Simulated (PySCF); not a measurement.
Runs of PySCF 2.14.0 on F2. The cell holds a molecule in a box, 2 atoms: a = 11.000 Å, b = 10.000 Å, c = 10.000 Å, α = 90.00°, β = 90.00°, γ = 90.00°. 

```csv
task,level,conv_tol,grid for exchange and correlation,three-centre integrals,frozen core bands,exxdiv,gap on the mesh (eV)
atomic charges,PBE,1e-07 Ha,"Becke, atom-centred",-,-,-,(a)
atomic charges,TASK,1e-07 Ha,"Becke, atom-centred",read from an earlier run's file,-,-,5.28
CCSD(T) correlation energy,HF,1e-08 Ha,-,read from an earlier run's file,2,ewald,21.49
atomic charges,M06-L,1e-07 Ha,"Becke, atom-centred",read from an earlier run's file,-,-,5.17
```

Alike in all rows: potentials or basis 6-31g* (all-electron); no spin polarisation; cell as given; k mesh 1 × 1 × 1; smearing fixed.

Problem. Fill in the values left out.

Solution. (a) 4.14.

Caveats: this is a molecule in a periodic box at the Γ point, so its band gap is the HOMO-LUMO gap; the basis of atomic orbitals isn't converged, which shifts pressures, moduli and gaps; the basis is small and the box finite, so much correlation energy is missing and levels can be off by tenths of an eV (some runs).

